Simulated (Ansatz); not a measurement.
# Mg2SO: energy against volume in PBE, exact exchange and the RPA

One table from this session's results is given with a row withheld; the runs are named, their logs left out.

Code: Ansatz 0.2.0. PBE orbitals, norm-conserving pseudopotentials, plane waves. (Calculated; spin-unpolarised; the phase may be known or hypothetical.)

## The cell

The cell was relaxed beforehand with r2SCAN; volume changes: +0 %, -5 %, +5 %, -10 %, +10 %.

Space group P-4m2 (No. 115), tetragonal; conventional cell a = 3.675 Å, c = 4.884 Å, 16.49 Å³ an atom. O has 4 Mg at 2.06 Å; Mg has 2 O at 2.06 Å and 2 S at 2.38 Å; S has 4 Mg at 2.38 Å.

Structure file:

```
CELL_PARAMETERS angstrom
3.67487 0.00000 0.00000
0.00000 3.67487 0.00000
0.00000 0.00000 4.88397
ATOMIC_POSITIONS crystal
O 0.00000 0.00000 0.00000
Mg 0.00000 0.50000 0.81132
S 0.50000 0.50000 0.50000
Mg 0.50000 0.00000 0.18868
```

Set-up of the first run:

The input, input.yaml:

```yaml
crystal:
  lattice:
    - [3.6748652819, 0.0, 0.0]
    - [0.0, 3.6748652819, 0.0]
    - [0.0, 0.0, 4.8839683163]
  atoms:
    - { symbol: O, position: [0.0, 0.0, 0.0] }
    - { symbol: Mg, position: [0.0, 0.5, 0.8113170204] }
    - { symbol: S, position: [0.5, 0.5, 0.5] }
    - { symbol: Mg, position: [0.5, 0.0, 0.1886829796] }
kpoints:
  mp_grid: { grid: [4, 4, 2] }
hamiltonian:
  xc: pbe
  pseudopotentials: { kind: nc }
scf:
  occupations: { method: fixed }
output:
  rpa_energy:
    ecut_chi_ladder: [170, 191, 211, 235, 258]
    long_wavelength: optical_limit
basis:
  ecutwfc: 1240.0
```

Among the steps run: The unscaled cell; Volume -5 %; Volume +5 %; Volume -10 %; Volume +10 %.

One table of the session follows, with a row left open; its other results are not shown here.

Energies in meV/atom from the unscaled cell:

```
volume (Å³/atom)   PBE  exact exchange  EXX+RPA  RPA correlation
          14.840  74.4            69.4     44.6            -24.8
          15.665  22.9            18.9      1.7            -17.2
          16.489   0.0             0.0      0.0              0.0
          17.314     ?               ?        ?                ?
          18.138  16.5            31.5     40.5              9.1
```

Q: Estimate the row for volume (Å³/atom) = 17.314 from the others.

Worked estimate for «PBE». A straight line through the neighbours (16.489, 0.0) and (18.138, 16.5) gives 0.0 + (16.5 − 0.0) × (17.314 − 16.489) / (18.138 − 16.489) = 8.3; a parabola fitted to 3 rows on both sides gives -2.1.

The run gave: PBE: -0.5; exact exchange: 6.0; EXX+RPA: 6.3; RPA correlation: 0.3. In «PBE» the line misses by +8.8 and the parabola by -1.6.

To keep in mind: The curve is too rough to resolve B₀ and B₀′ of EXX+RPA; its minimum, near 16.3 Å³/atom, is a rough guide. Warnings in the runs' records: slots ram shed.
